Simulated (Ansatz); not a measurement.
**C6H10O (cyclohexanone): levels of theory compared**

Aim: a comparison of 6 runs (HF/STO-3G, HF/3-21G, PBE0/def2-SVP, BLYP/aug-cc-pVDZ, B3LYP/def2-TZVP, PBE/def2-TZVP) of C6H10O (cyclohexanone). 

The calculation is run with Ansatz 0.2.0.

3 further runs of the same task are left out: 3 set aside as unsound or not needed. Runs told in other sessions of the task aren't counted.

### 1 The system as given

C6H10O: 17 atoms, total charge 0, spin state singlet. SMILES: `O=C1CCCCC1`. The shape is that of a PBE0-D4/def2-TZVP optimisation. This is one conformer, not always the lowest.

Some bond lengths: O1–C2 1.206 Å, C2–C3 1.510 Å, C3–C4 1.529 Å, C4–C5 1.521 Å, C5–C6 1.521 Å, C2–C7 1.510 Å, C6–C7 1.529 Å, C3–H8 1.091 Å, C3–H9 1.098 Å, C4–H10 1.093 Å, C4–H11 1.096 Å, C5–H12 1.094 Å, C5–H13 1.097 Å, C6–H14 1.093 Å, C6–H15 1.096 Å, C7–H16 1.091 Å. Some angles: O1–C2–C3 122.5°, O1–C2–C7 122.5°, C3–C2–C7 115.1°, C2–C3–C4 111.6°, C3–C4–C5 111.5°, C4–C5–C6 111.1°, C5–C6–C7 111.5°, C2–C7–C6 111.6°, C2–C3–H8 108.6°, C2–C3–H9 107.3°.

### 2 Energy and gradient at HF/STO-3G (run 1)

Contents of input.yaml:

```yaml
crystal:
  periodic: [false, false, false]
  atoms:
    - {symbol: O, position_ang: [-0.707050, -1.990720, 1.679970]}
    - {symbol: C, position_ang: [-0.276090, -1.006960, 1.130500]}
    - {symbol: C, position_ang: [1.071500, -0.983390, 0.450670]}
    - {symbol: C, position_ang: [0.978940, -0.413050, -0.965140]}
    - {symbol: C, position_ang: [0.278700, 0.937220, -0.977400]}
    - {symbol: C, position_ang: [-1.107560, 0.839550, -0.358990]}
    - {symbol: C, position_ang: [-1.047750, 0.288870, 1.066330]}
    - {symbol: H, position_ang: [1.486080, -1.992120, 0.464880]}
    - {symbol: H, position_ang: [1.728570, -0.341250, 1.052020]}
    - {symbol: H, position_ang: [1.980680, -0.333630, -1.395730]}
    - {symbol: H, position_ang: [0.422850, -1.114500, -1.597710]}
    - {symbol: H, position_ang: [0.207870, 1.314750, -2.001370]}
    - {symbol: H, position_ang: [0.878510, 1.664790, -0.416230]}
    - {symbol: H, position_ang: [-1.599670, 1.815780, -0.355610]}
    - {symbol: H, position_ang: [-1.731180, 0.178640, -0.971940]}
    - {symbol: H, position_ang: [-2.039630, 0.124490, 1.489130]}
    - {symbol: H, position_ang: [-0.524770, 1.011520, 1.706640]}
basis:
  gaussian: {orbitals: STO-3G}
hamiltonian: {xc: hf}
accuracy: high
output: {forces: true, orbitals: {seedname: orbitals}}
```

Started as:

```
ansatz run input.yaml --threads 1 --pin off --max-ram 3480MiB --events-out events.jsonl --progress --plain --runs-dir runs
```

The log of the run:

```text
Warning: RAYON_NUM_THREADS=1 ignored (pool sized by the plan → 1); use --threads N
[... 12 lines left out ...]
Total energy: -8275.72925065 eV, -304.1274404705 hartree
[... 17 lines left out ...]
Dipole moment:     0.143642     0.339638    -0.207419 e Å
```

Wall time 2.6 s (1 thread of Arm Neoverse V2, shared host); peak memory 0.36 GiB.

### 3 Energy and forces at HF/3-21G (run 2)

input.yaml, as its differences from that of step 2:

```diff
@@ -21,4 +21,6 @@
 basis:
-  gaussian: {orbitals: STO-3G}
-hamiltonian: {xc: hf}
+  gaussian:
+    orbitals: 3-21G.json
+hamiltonian:
+  xc: hf
 accuracy: high
```

The basis set 3-21G is read from a file made from the Basis Set Exchange's data (not shown).

Started as:

```
ansatz run input.yaml --threads 1 --pin off --max-ram 3480MiB --events-out events.jsonl --progress --plain --runs-dir runs
```

The log of the run:

```text
Warning: RAYON_NUM_THREADS=1 ignored (pool sized by the plan → 1); use --threads N
[... 13 lines left out ...]
Total energy: -8331.85312373 eV, -306.1899547642 hartree
[... 17 lines left out ...]
Dipole moment:     0.229727     0.552202    -0.350357 e Å
```

Run time: 4.2 s. Hardware: 1 thread of Arm Neoverse V2, shared host; peak memory 0.36 GiB.

Runs 3 to 5 aren't shown in full; the table further down has their settings and results.

### 4 Energy and forces at PBE/def2-TZVP (run 6)

Contents of molecule.yaml:

```yaml
basis:
  gaussian:
    orbitals: def2-TZVP
crystal:
  periodic: [false, false, false]
  atoms:
    - {symbol: O, position_ang: [-0.707050, -1.990720, 1.679970]}
    - {symbol: C, position_ang: [-0.276090, -1.006960, 1.130500]}
    - {symbol: C, position_ang: [1.071500, -0.983390, 0.450670]}
    - {symbol: C, position_ang: [0.978940, -0.413050, -0.965140]}
    - {symbol: C, position_ang: [0.278700, 0.937220, -0.977400]}
    - {symbol: C, position_ang: [-1.107560, 0.839550, -0.358990]}
    - {symbol: C, position_ang: [-1.047750, 0.288870, 1.066330]}
    - {symbol: H, position_ang: [1.486080, -1.992120, 0.464880]}
    - {symbol: H, position_ang: [1.728570, -0.341250, 1.052020]}
    - {symbol: H, position_ang: [1.980680, -0.333630, -1.395730]}
    - {symbol: H, position_ang: [0.422850, -1.114500, -1.597710]}
    - {symbol: H, position_ang: [0.207870, 1.314750, -2.001370]}
    - {symbol: H, position_ang: [0.878510, 1.664790, -0.416230]}
    - {symbol: H, position_ang: [-1.599670, 1.815780, -0.355610]}
    - {symbol: H, position_ang: [-1.731180, 0.178640, -0.971940]}
    - {symbol: H, position_ang: [-2.039630, 0.124490, 1.489130]}
    - {symbol: H, position_ang: [-0.524770, 1.011520, 1.706640]}
hamiltonian:
  xc: {name: PBE}
accuracy: high
output:
  forces: true
  orbitals: {seedname: orbitals}
```

Started as:

```
ansatz run molecule.yaml --threads 1 --pin off --max-ram 3480MiB --events-out events.jsonl --progress --plain --runs-dir runs
```

The log of the run:

```text
Warning: RAYON_NUM_THREADS=1 ignored (pool sized by the plan → 1); use --threads N
[... 15 lines left out ...]
Total energy: -8424.72267089 eV, -309.6028476731 hartree
[... 17 lines left out ...]
Dipole moment:     0.216077     0.524426    -0.339946 e Å
```

Wall time 1.7 min (1 thread of Arm Neoverse V2, shared host); peak memory 2.4 GiB.

### 5 The series

```
run             level  energy (Eh)  dipole moment (D)  HOMO energy (eV)  LUMO energy (eV)  wall time
  1         HF/STO-3G  -304.127440               2.03             -8.42              8.26      2.6 s
  2          HF/3-21G  -306.189955               3.33            -10.45              4.48      4.2 s
  3     PBE0/def2-SVP  -309.305886               3.08             -6.81             -0.22       37 s
  4  BLYP/aug-cc-pVDZ  -309.771542               3.31             -5.30             -1.52       95 s
  5   B3LYP/def2-TZVP  -310.012222               3.31             -6.70             -0.67      2 min
  6     PBE/def2-TZVP  -309.602848               3.18             -5.35             -1.52    1.7 min
```

### 6 Results

```
                       quantity          value
            run 6: total energy  -309.60285 Eh
           run 6: dipole moment         3.18 D
             run 6: HOMO energy       -5.35 eV
             run 6: LUMO energy       -1.52 eV
           run 6: HOMO–LUMO gap        3.83 eV
run 6: largest force on an atom     1.218 eV/Å
```

**Reading.** The dipole moment (its size) runs from 2.03 D (HF/STO-3G) to 3.33 D (HF/3-21G). The HOMO–LUMO gap runs from 3.79 eV (BLYP/aug-cc-pVDZ) to 16.68 eV (HF/STO-3G). The two ends differ in method and basis. Totals of different functionals can't be ranked against each other. In run 1 the basis is minimal, so the values are rough. All runs together took 6 min, the longest 2 min.
